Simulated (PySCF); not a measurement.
Molecule: LiK (Lithium Potassium), in a box.

```xyz
2
Lattice="9.0000 0.0000 0.0000 0.0000 9.0000 0.0000 0.0000 0.0000 13.0000" Properties=species:S:1:pos:R:3 pbc="T T T"
Li    4.5211    4.5363    4.8652
K     4.5019    4.5213    8.1923
```

The cell isn't the ideal one: atoms moved at random, drawn with an rms of 0.05 Å.

Base run:

* Program: PySCF 2.14.0
* Functional: SOGGA11
* Potentials or basis: def2-svp (all-electron)
* k mesh: 1 × 1 × 1
* Occupations: fixed
* Spin: no spin polarisation

Its results: gap between the frontier levels 1.07 eV.

**Question.** After a change of settings the same cell gave: gap between the frontier levels 2.16 eV. Which change was it?
A. functional from SOGGA11 to PBEsol0
B. functional from SOGGA11 to TM
C. functional from SOGGA11 to HSE06; dispersion from none to D3(BJ)

**Answer.** A.

PBEsol0 gives the wider gap, since exact exchange removes part of the self-interaction.

Caveats: this is a molecule in a periodic box at the Γ point, so its band gap is the HOMO-LUMO gap; the basis of atomic orbitals isn't converged, which shifts pressures, moduli and gaps.

Runs at the PBE level aren't shown here.
